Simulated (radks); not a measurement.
# Valence configurations of Al

An exercise on one series of results from a longer session: the logs are not shown, and one member is left open.

The numbers are computed with radks (a radial shooting solver on a logarithmic mesh, Libxc functionals) version 1 (scalar-relativistic Kohn-Sham, r2SCAN, spin-polarised, spherical densities, finite nucleus; open shells are filled with parallel spins first), except any that are marked as measured or tabulated.

## What is computed

| Property | Result |
| --- | --- |
| element | aluminium (Z = 13) |
| charge | 0 |
| electrons | 13 |
| configuration | [Ne] 3s2 3p1 |
| nuclear rms radius | 3.061 fm |
| others tried | 3s1.5 3p1.5; 3s1 3p2; 3s0.5 3p2.5; 3p3 |

The outer shells:

Al
```
[Ne] core
3s [↑↓]
3p [↑ ][  ][  ]
```

Set-up of the first run:

Input:

```text
Z 13
configuration [Ne] 3s2 3p1
relativity scalar-relativistic
functional r2scan,r2scan
spin polarised
nucleus finite rms 3.061 fm
c 137.035999084
```

Steps of the session up to this table: [Ne] 3s2 3p1.

One of the session's tables, all rows but one given; the rest of the session is left out.

It belongs to the step «[Ne] 3s2 3p1». Radial moments (bohr):

```
  level     <r>  outermost maximum (interpolated)  90 % within  nodes
  2s up  0.6232                             0.496        0.985      1
2s down  0.6234                             0.496        0.985      1
  2p up  0.6019                             0.429         1.02      0
2p down  0.6020                             0.430         1.02      0
  3s up   2.591                              2.12         3.98      2
3s down       ?                                 ?            ?      ?
  3p up   3.367                              2.65         5.30      1
3p down   3.241                              2.61         5.03      1
```

**Question.** Estimate the row for 3s down.

As computed: <r>: 2.548; outermost maximum (interpolated): 2.08; 90 % within: 3.90; nodes: 2. In the column «<r>» it lies between 2s down (0.6234) and 3s up (2.591).
